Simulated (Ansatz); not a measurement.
# ZnMo3 (Pm-3m) in Ansatz: notebook

Runs on ZnMo3. Level: PBE. Tasks: relaxation of cell and atoms.

All numbers are computed with Ansatz 0.2.0; they aren't measurements. Logs are shortened: lines on timing, memory, paths and dates and some standing lists are left out, and cuts for length are marked.

### Step 1. The crystal as given

The structure is cubic, space group Pm-3m (No. 221). The conventional cell has a = 3.943 Å, b = 3.943 Å, c = 3.943 Å, α = 90.00°, β = 90.00°, γ = 90.00°. Around Mo (site symmetry 4/mmm) lie 8 Mo at 2.79 Å and 4 Zn at 2.79 Å. Zn (site symmetry m-3m) is surrounded by 12 Mo at 2.79 Å.

The cell comes from a database or a generator and needn't be the stable form of this composition.

### Step 2. Relaxation of cell and atoms, PBE

input.yaml

```yaml
crystal:
  lattice:
    - [3.943154, 0.0, 0.0]
    - [0.0, 3.943154, 0.0]
    - [0.0, 0.0, 3.943154]
  atoms:
    - { symbol: Mo, position: [0.5, 0.5, 0.0] }
    - { symbol: Mo, position: [0.5, 0.0, 0.5] }
    - { symbol: Mo, position: [0.0, 0.5, 0.5] }
    - { symbol: Zn, position: [0.0, 0.0, 0.0] }
hamiltonian:
  xc: pbe
  pseudopotentials: { kind: paw }
kpoints:
  mp_grid: { grid: [7, 7, 7] }
scf:
  occupations: { method: fermi_dirac, width: 0.05 }
output:
  forces: true
  stress: true
  eigenvalues: true
  write_density: true
  write_potential: true
  elf: true
  volumetric_format: npy
relax:
  f_tol: 0.01
  max_steps: 40
  cell: { stress_tol: 0.05 }
```

Potentials or basis: Ansatz PAW.

Run with:

```console
$ ansatz run input.yaml --threads 2 --pin off --max-ram 5632MiB --backend cpu --events-out ev --progress --plain --runs-dir out
```

What it wrote:

```text
Warning: RAYON_NUM_THREADS=2 ignored (pool sized by the plan → 2); use --threads N
Engine: ansatz 0.2.0, x86_64-unknown-linux-gnu
Pseudopotentials: kind: paw
Pseudopotential: Mo, paw, valence charge 14, recommended cutoff 420 eV (normal), Mo.paw.azcp
Pseudopotential: Zn, paw, valence charge 12, recommended cutoff 420 eV (normal), Zn.paw.azcp
Functional definition: PBE
  parameter kappa = 0.804
  parameter beta = 0.06672455060314922
  exchange = pbe_x(kappa = kappa, mu = beta*pi^2/3)
  correlation = pbe_c(beta = beta)
Crystal: 4 atoms, lattice volume = 61.310 Å³
Basis set: ecut = 420 eV, 1213 PW (Γ), exchange–correlation on 54×54×54 points (8 copies of the dense FFT grid, shifted against one another)
Bands: 33, of which v1, the nominal top of the filled ones, is band 27 counted from 1 (26 counted from 0)
Symmetry: 48 space group operations
Space group: Pm-3m (ITA 221), of the structure as read, at distance tolerance 3.9e-5 Å
k-points: 20 of 343
Non-local potential: Mo, projectors of the file, l = 0: 3, l = 1: 2, l = 2: 2, l = 3: 1
Non-local potential: Zn, projectors of the file, l = 0: 2, l = 1: 2, l = 2: 3, l = 3: 1
PAW form: soft (Blöchl's): semilocal exchange-correlation on the pseudo side does not see the compensation charge
PAW one-centre angular grid: Mo, 590 points (default); XC on 64 Gauss nodes
PAW one-centre angular grid: Zn, 590 points (default); XC on 64 Gauss nodes
Initial density: superposition of atomic densities (neutral atoms: chi_scale 0, normalization atom), corrected by the library's trained network
Initial wavefunctions: pseudopotential atomic-orbital guess
Functional: x = pbe(κ = 0.804, μ = 0.2195149727645171), c = pbe(β = 0.06672455060314922)
SCF iter   1: F=—  HF=-18186.385720 eV  |F-HF|=—  |Δ(HF+E_count)|=         —  Δρ=5.90e-3  dr2=9.74e-3  ethr=1.77e-3  ⟨swp⟩=5.5  Hψ=2407  notcnv=0
preconditioner: auto → Kerker (q_TF=auto, 2.671 Å⁻¹)  [metal: Δε(μ)=0.037 eV  Ē_g=5.716 eV  σ=0.050 eV  W_gap=0.18  n_scr=18 (ndim 8)  ℏωp=26.0 eV  f_vac=0.000  D(μ)=3.77/eV (n_scr^D=32)]
SCF iter   2: F=—  HF=-18186.385236 eV  |F-HF|=—  |Δ(HF+E_count)|=   4.84e-4  Δρ=2.64e-3  dr2=2.08e-3  ethr=1.80e-5  ⟨swp⟩=2.0  Hψ=1105  notcnv=0
SCF iter   3: F=—  HF=-18186.385034 eV  |F-HF|=—  |Δ(HF+E_count)|=   2.02e-4  Δρ=1.49e-3  dr2=8.37e-4  ethr=3.86e-6  ⟨swp⟩=2.0  Hψ=805  notcnv=0
SCF iter   4: F=—  HF=-18186.384815 eV  |F-HF|=—  |Δ(HF+E_count)|=   2.19e-4  Δρ=2.71e-4  dr2=2.97e-5  ethr=1.55e-6  ⟨swp⟩=2.0  Hψ=785  notcnv=0
SCF iter   5: F=—  HF=-18186.384787 eV  |F-HF|=—  |Δ(HF+E_count)|=   2.76e-5  Δρ=7.30e-5  dr2=3.23e-6  ethr=5.49e-8  ⟨swp⟩=2.3  Hψ=948  notcnv=0
SCF iter   6: F=—  HF=-18186.384786 eV  |F-HF|=—  |Δ(HF+E_count)|=   8.93e-7  Δρ=1.75e-5  dr2=1.97e-7  ethr=5.97e-9  ⟨swp⟩=2.3  Hψ=903  notcnv=0
SCF iter   7: F=-18186.384786 eV  HF=-18186.384786 eV  |F-HF|=1.43e-9  |Δ(HF+E_count)|=   1.16e-8  Δρ=6.47e-6  dr2=1.47e-8  ethr=1.85e-10  ⟨swp⟩=8.8  Hψ=4031  notcnv=0
SCF 1 converged in 7 iterations: F = -18186.384786 eV  dr2 = 1.47e-8
relax step   1: F+E_penalty+E_count = -18186.38478648 eV  Δ(F+E_penalty+E_count) = +0.000e0 eV  max|allowed force component| = 1.597e-28 eV/Å  Δτ_max = 0.0000 Å  P = -1.301 GPa  Ω = 61.310 Å³  (7 SCF iters, dr2 threshold 1.00e-7 eV, accepted)
Crystal: 4 atoms, lattice volume = 60.397 Å³
Basis set: ecut = 420 eV, 1189 PW (Γ), exchange–correlation on 54×54×54 points (8 copies of the dense FFT grid, shifted against one another)
Initial density: handed on by an earlier stage of this run
[... 39 lines left out ...]
SCF converged after 6 iterations
Free energy (F): -18186.386305 eV
Harris-Foulkes:  -18186.386305 eV  (|F-HF|=3.64e-12)
Internal energy: -18186.356195 eV  (E = F + TS)
E sigma→0 (E₀):  -18186.371250 eV
Entropy (-TS):   -0.030110 eV (-7.527 meV/atom)
Fermi energy:    18.840010 eV
--- Per-component energies (eV) ---
  E_band       = -104.772460
  E_kinetic    = 1454.959903
  E_local      = -3833.841259  (includes V_loc(G=0)·N_el)
  E_nonlocal   = 1036.220424
  E_hartree    = 1397.923495
  E_xc         = -689.307827
  E_vxc        = -741.146733  (∫ρ·V_xc dr)
  E_paw        = -11424.807334  (= ΣΔE_a)
  E_vpaw       = -816.811576  (= ΣTr[D̂ρ^β])
  E_aug_tail   = -0.000213  (compensation charges beyond the density's cutoff)
  E_ewald      = -6127.503385
  E_smearing   = -0.030110  (= −TS)
  E_closure    = 0.000000  (closes the sum)
  Σ components = -18186.386305   (vs F -18186.386305, Δ=0.00e0)
--- Forces (eV/Å), atoms counted from 1 ---
  atom   1  Mo    -0.00000000    -0.00000000     0.00000000
  atom   2  Mo    -0.00000000    -0.00000000    -0.00000000
  atom   3  Mo     0.00000000     0.00000000    -0.00000000
  atom   4  Zn     0.00000000    -0.00000000     0.00000000
  max |Σ_I F_I| component: 1.84e-30 eV/Å
--- Stress (GPa, compression-positive) ---
       -0.018646       0.000000       0.000000
        0.000000      -0.018646      -0.000000
        0.000000      -0.000000      -0.018646
  P = ⅓ Tr σ = -0.0186 GPa (-0.186 kbar)
--- Band table (eV; the first three rows and the last of 20) ---
  k-point 0: bands = ["-42.1962", "-41.9252", "-41.9252", "-16.6495", "-16.6495", "-16.6495", "-16.0357", "-16.0357", "-16.0357", "-15.6470", "-15.6470", "-15.6470", "10.5529", "11.3246", "11.3246", "11.4630", "11.4630", "11.4630", "13.1004", "15.3907", "15.3907", "15.3907", "15.7852", "15.7852", "19.7797", "19.7797", "19.7797", "20.9215", "20.9215", "20.9215", "21.4980", "21.4980", "22.7365"]
  k-point 1: bands = ["-42.1844", "-41.9371", "-41.9250", "-16.6219", "-16.6219", "-16.6070", "-16.0458", "-16.0458", "-16.0403", "-15.7028", "-15.6676", "-15.6676", "10.8029", "11.3689", "11.3803", "11.4795", "11.5027", "11.5027", "13.3202", "15.4283", "15.5084", "15.5084", "15.6265", "15.9875", "19.0915", "19.0915", "19.6185", "20.2087", "21.2268", "21.2572", "21.2572", "21.4907", "22.3865"]
  k-point 2: bands = ["-42.1525", "-41.9694", "-41.9247", "-16.5503", "-16.5503", "-16.4856", "-16.0787", "-16.0787", "-16.0507", "-15.8540", "-15.7137", "-15.7137", "11.3895", "11.4643", "11.5168", "11.5956", "11.5956", "11.6349", "13.8912", "15.0759", "15.5223", "15.7974", "15.7974", "16.5678", "18.3355", "18.3355", "19.1407", "19.2594", "20.3040", "20.6643", "20.6643", "21.2158", "21.7220"]
  k-point 19: bands = ["-42.0228", "-42.0093", "-42.0093", "-16.9330", "-16.5649", "-16.5595", "-16.5595", "-15.7327", "-15.7327", "-15.7156", "-15.6717", "-15.6717", "11.4525", "11.4558", "11.4558", "11.7549", "11.7549", "12.2882", "14.9901", "15.2837", "15.2837", "17.4725", "17.4725", "17.6810", "17.7951", "18.1852", "18.1852", "19.2729", "19.7834", "19.7834", "20.6665", "20.6665", "20.9908"]
--- Relaxed structure (3 steps of the walk, 2 accepted, 1 SCFs on fresh bases) ---
  F+E_penalty+E_count = -18186.38630522 eV   max|allowed force component| = 3.123e-30 eV/Å   (the final SCF, on the basis selected at the relaxed cell)
  cell:  # Å, volume = 60.9411 Å³
    - [3.935229739119046, 1.6049416203226965e-35, 3.209883240645393e-35]
    - [1.6049416203226965e-35, 3.935229739119046, -1.6049416203226965e-35]
    - [3.209883240645393e-35, -1.6049416203226965e-35, 3.935229739119046]
  atoms:
    - { symbol: Mo, position: [0.5, 0.5, 1.4807116493910764e-47] }
    - { symbol: Mo, position: [0.5, 1.0041209510668741e-46, 0.5] }
    - { symbol: Mo, position: [-1.5339598043278882e-46, 0.5, 0.5] }
    - { symbol: Zn, position: [-3.4935956557728116e-47, -4.581006224125939e-47, -1.4807292845659602e-47] }
```

Wall time 9.6 s (2 threads of Intel Xeon Platinum 8375C at 2.90GHz (Ice Lake), shared host); peak memory 0.43 GiB.

What came out:

- Free energy: -18186.3863 eV
- Relaxed volume: 15.24 Å³/atom
- Relaxed cell: a = 3.935 Å, b = 3.935 Å, c = 3.935 Å, α = 90.00°, β = 90.00°, γ = 90.00°
- Space group after relaxing (to 0.05 Å): Pm-3m (No. 221)
- Energy gained by relaxing: 0.4 meV/atom
- Ionic steps: 3
- Pressure after relaxing: 0.0 GPa
- Band gap on the k mesh: none (metal or under the smearing width)

Step by step:
```csv
step,energy change (eV),largest force (eV/Å),volume (Å³)
1,0.0000,0.0000,61.31
2,-0.0017,0.0000,60.94
3,-0.0015,0.0000,60.94
```

Final structure:
```cif
data_structure
_symmetry_space_group_name_H-M 'P 1'
_symmetry_Int_Tables_number 1
_cell_length_a 3.9352
_cell_length_b 3.9352
_cell_length_c 3.9352
_cell_angle_alpha 90.000
_cell_angle_beta 90.000
_cell_angle_gamma 90.000
_cell_volume 60.94
loop_
_atom_site_label
_atom_site_type_symbol
_atom_site_fract_x
_atom_site_fract_y
_atom_site_fract_z
_atom_site_occupancy
Mo1 Mo 0.50000 0.50000 0.00000 1
Mo2 Mo 0.50000 0.00000 0.50000 1
Mo3 Mo 0.00000 0.50000 0.50000 1
Zn1 Zn 0.00000 0.00000 0.00000 1
```

Caveat: the plane-wave basis is chosen anew once the cell has moved, so the energies of steps on either side of that aren't comparable.

### Step 3. Relaxation of cell and atoms, PBE, target pressure 2 GPa, at which the enthalpy is minimised

Changes to input.yaml since step 2:

```diff
@@ -28,2 +28,2 @@
   max_steps: 40
-  cell: { stress_tol: 0.05 }
+  cell: { stress_tol: 0.05, p_target: 2.0 }
```

Potentials or basis: Ansatz PAW.

Run with:

```console
$ ansatz run input.yaml --threads 2 --pin off --max-ram 5632MiB --backend cpu --events-out ev --progress --plain --runs-dir out
```

Run time: 11 s. Hardware: 2 threads of Intel Xeon Platinum 8375C at 2.90GHz (Ice Lake), shared host; peak memory 0.44 GiB.

It converged, with:

```yaml
Free_energy: -18186.3829 eV
Relaxed_volume: 15.10 Å³/atom
Relaxed_cell: a = 3.923 Å, b = 3.923 Å, c = 3.923 Å, α = 90.00°, β = 90.00°, γ = 90.00°
Space_group_after_relaxing_to_0.05_Å: Pm-3m (No. 221)
Energy_change_on_relaxing_the_enthalpy_is_what_falls: +0.5 meV/atom
Ionic_steps: 4
Pressure_after_relaxing: 2.0 GPa
Band_gap_on_the_k_mesh: none (metal or under the smearing width)
```

Step by step:
| step | energy change (eV) | largest force (eV/Å) | volume (Å³) |
| --- | --- | --- | --- |
| 1 | 0.0000 | 0.0000 | 61.31 |
| 2 | 0.0011 | 0.0000 | 60.42 |
| 3 | 0.0015 | 0.0000 | 60.38 |
| 4 | 0.0019 | 0.0000 | 60.38 |

Final structure:
```
CELL_PARAMETERS angstrom
3.92316 0.00000 0.00000
0.00000 3.92316 0.00000
0.00000 0.00000 3.92316
ATOMIC_POSITIONS crystal
Mo 0.50000 0.50000 0.00000
Mo 0.50000 0.00000 0.50000
Mo 0.00000 0.50000 0.50000
Zn 0.00000 0.00000 0.00000
```

Levels at points of the mesh, in eV from the Fermi level:
```
           k point  band 24  band 25  band 26  band 27  band 28  band 29  band 30  band 31
(0.00, 0.00, 0.00)    -3.08     0.95     0.95     0.95     2.10     2.10     2.10     2.69
```

Caveat: the plane-wave basis is chosen anew once the cell has moved, so the energies of steps on either side of that aren't comparable.

### Step 4. Relaxation of cell and atoms, PBE, target pressure 5 GPa, at which the enthalpy is minimised

Changes to input.yaml since step 3:

```diff
@@ -21,6 +21,2 @@
   eigenvalues: true
-  write_density: true
-  write_potential: true
-  elf: true
-  volumetric_format: npy
 relax:
@@ -28,2 +24,2 @@
   max_steps: 40
-  cell: { stress_tol: 0.05, p_target: 2.0 }
+  cell: { stress_tol: 0.05, p_target: 5.0 }
```

Run with:

```console
$ ansatz run input.yaml --threads 2 --pin off --max-ram 5632MiB --backend cpu --events-out ev --progress --plain --runs-dir out
```

Run time: 10 s. Hardware: 2 threads of Intel Xeon Platinum 8375C at 2.90GHz (Ice Lake), shared host; peak memory 0.43 GiB.

Results (log left out):

```yaml
Free_energy: -18186.3657 eV
Relaxed_volume: 14.90 Å³/atom
Relaxed_cell: a = 3.906 Å, b = 3.906 Å, c = 3.906 Å, α = 90.00°, β = 90.00°, γ = 90.00°
Space_group_after_relaxing_to_0.05_Å: Pm-3m (No. 221)
Energy_change_on_relaxing_the_enthalpy_is_what_falls: +4.8 meV/atom
Ionic_steps: 4
Pressure_after_relaxing: 5.0 GPa
Band_gap_on_the_k_mesh: none (metal or under the smearing width)
```

Step by step:
| step | energy change (eV) | largest force (eV/Å) | volume (Å³) |
| --- | --- | --- | --- |
| 1 | 0.0000 | 0.0000 | 61.31 |
| 2 | 0.0147 | 0.0000 | 59.72 |
| 3 | 0.0184 | 0.0000 | 59.59 |
| 4 | 0.0191 | 0.0000 | 59.59 |

Final structure:
```
Mo Zn
1.0
     3.90604    0.00000    0.00000
     0.00000    3.90604    0.00000
     0.00000    0.00000    3.90604
Mo Zn
3 1
Direct
  0.50000 0.50000 0.00000
  0.50000 0.00000 0.50000
  0.00000 0.50000 0.50000
  0.00000 0.00000 0.00000
```

Levels at points of the mesh, in eV from the Fermi level:
```tsv
k point	band 24	band 25	band 26	band 27	band 28	band 29	band 30	band 31
(0.00, 0.00, 0.00)	-3.12	0.97	0.97	0.97	2.13	2.13	2.13	2.74
```

Caveat: the plane-wave basis is chosen anew once the cell has moved, so the energies of steps on either side of that aren't comparable.

### Step 5. Relaxation of cell and atoms, PBE, target pressure 10 GPa, at which the enthalpy is minimised

Changes to input.yaml since step 4:

```diff
@@ -21,2 +21,6 @@
   eigenvalues: true
+  write_density: true
+  write_potential: true
+  elf: true
+  volumetric_format: npy
 relax:
@@ -24,2 +28,2 @@
   max_steps: 40
-  cell: { stress_tol: 0.05, p_target: 5.0 }
+  cell: { stress_tol: 0.05, p_target: 10.0 }
```

Run with:

```console
$ ansatz run input.yaml --threads 2 --pin off --max-ram 5632MiB --backend cpu --events-out ev --progress --plain --runs-dir out
```

It took 11 s on 2 threads of Intel Xeon Platinum 8375C at 2.90GHz (Ice Lake), shared host; peak memory 0.44 GiB.

It converged, with:

```
Free energy                                            : -18186.3102 eV
Relaxed volume                                         : 14.60 Å³/atom
Relaxed cell                                           : a = 3.880 Å, b = 3.880 Å, c = 3.880 Å, α = 90.00°, β = 90.00°, γ = 90.00°
Space group after relaxing (to 0.05 Å)                 : Pm-3m (No. 221)
Energy change on relaxing (the enthalpy is what falls) : +18.6 meV/atom
Ionic steps                                            : 5
Pressure after relaxing                                : 10.0 GPa
Band gap on the k mesh                                 : none (metal or under the smearing width)
```

Step by step:
| step | energy change (eV) | largest force (eV/Å) | volume (Å³) |
| --- | --- | --- | --- |
| 1 | 0.0000 | 0.0000 | 61.31 |
| 2 | 0.0531 | 0.0000 | 58.76 |
| 3 | 0.0752 | 0.0000 | 58.38 |
| 4 | 0.0735 | 0.0000 | 58.40 |
| 5 | 0.0746 | 0.0000 | 58.40 |

Final structure:
```xyz
4
Lattice="3.8798 0.0000 0.0000 0.0000 3.8798 0.0000 0.0000 0.0000 3.8798" Properties=species:S:1:pos:R:3 pbc="T T T"
Mo    1.9399    1.9399    0.0000
Mo    1.9399    0.0000    1.9399
Mo    0.0000    1.9399    1.9399
Zn    0.0000    0.0000    0.0000
```

Levels at points of the mesh, in eV from the Fermi level:
| k point | band 24 | band 25 | band 26 | band 27 | band 28 | band 29 | band 30 | band 31 |
| --- | --- | --- | --- | --- | --- | --- | --- | --- |
| (0.00, 0.00, 0.00) | -3.19 | 0.99 | 0.99 | 0.99 | 2.17 | 2.17 | 2.17 | 2.82 |

Caveat: the plane-wave basis is chosen anew once the cell has moved, so the energies of steps on either side of that aren't comparable.

### Step 6. The runs side by side

```csv
cell,target pressure (GPa),gap on the mesh (eV),pressure (GPa)
relaxed,0,none,0.0
relaxed to 2 GPa,2,none,2.0
relaxed to 5 GPa,5,none,5.0
relaxed to 10 GPa,10,none,10.0
```

Alike in all rows: task relaxation of cell and atoms; level PBE; potentials or basis Ansatz PAW; no spin polarisation; k mesh 7 × 7 × 7; cutoff (eV) 420; smearing fermi-dirac 0.05 eV.

Caveats: the plane-wave basis is chosen anew once the cell has moved, so the energies of steps on either side of that aren't comparable.

Total energies depend on the potentials used, so only differences within one code and one set of settings carry meaning.
